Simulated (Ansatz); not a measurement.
# Zr2Ge2W: the cost of one run

Method: DFT PBE, scalar-relativistic, plane waves, PAW, in Ansatz 0.2.0.

**1. The system as given**

It takes space group P-6m2 (No. 187, hexagonal). Conventional cell: a = 3.760 Å, b = 3.760 Å, c = 7.610 Å, α = 90.00°, β = 90.00°, γ = 120.00°. Zr (site symmetry 3m) is surrounded by 6 Ge at 2.68 Å. Around Ge (site symmetry -6m2) lie 3 Ge at 2.17 Å. W (site symmetry -6m2) has 6 Zr at 3.12 Å as nearest neighbours.

Structure file:

```cif
data_structure
_symmetry_space_group_name_H-M 'P 1'
_symmetry_Int_Tables_number 1
_cell_length_a 3.7603
_cell_length_b 3.7603
_cell_length_c 7.6097
_cell_angle_alpha 90.000
_cell_angle_beta 90.000
_cell_angle_gamma 120.000
_cell_volume 93.19
loop_
_atom_site_label
_atom_site_type_symbol
_atom_site_fract_x
_atom_site_fract_y
_atom_site_fract_z
_atom_site_occupancy
Zr1 Zr 0.33333 0.66667 0.20546 1
Zr2 Zr 0.33333 0.66667 0.79454 1
Ge1 Ge 0.66667 0.33333 0.00000 1
Ge2 Ge 0.00000 0.00000 0.00000 1
W1 W 0.00000 0.00000 0.50000 1
```

Recipe of the guess: species swapped into a database cell of La2Cu2I (P-6m2, No. 187), with Zr on the La sites, Ge on the Cu sites and W on the I sites. Lengths come from tabulated atomic sizes and are only a guess.

**2. A first look at the guess**

File input.yaml:

```yaml
crystal:
  lattice:
    - [3.76034144, 0.0, 0.0]
    - [-1.88017072, 3.25655121, 0.0]
    - [0.0, 0.0, 7.6097249]
  atoms:
    - { symbol: Zr, position: [0.33333333, 0.66666667, 0.20546032] }
    - { symbol: Zr, position: [0.33333333, 0.66666667, 0.79453968] }
    - { symbol: Ge, position: [0.66666667, 0.33333333, 0.0] }
    - { symbol: Ge, position: [0.0, 0.0, 0.0] }
    - { symbol: W, position: [0.0, 0.0, 0.5] }
basis:
  ecutwfc: 420
kpoints:
  mp_grid: { grid: [6, 6, 2] }
hamiltonian:
  xc: pbe
scf:
  occupations: { method: gaussian, width: 0.1 }
  lower_state_search: "off"
output:
  forces: true
  stress: true
  eigenvalues: true
```

Command:

```
ansatz run input.yaml --threads 1 --pin off --max-ram 2560MiB --backend cpu --events-out ev --progress --plain --runs-dir out
```

What time and memory should one allow on 1 thread of Intel Xeon at 2.50GHz (Skylake/Cascade Lake), shared host?

About 8.6 s, with a peak of 0.38 GiB.
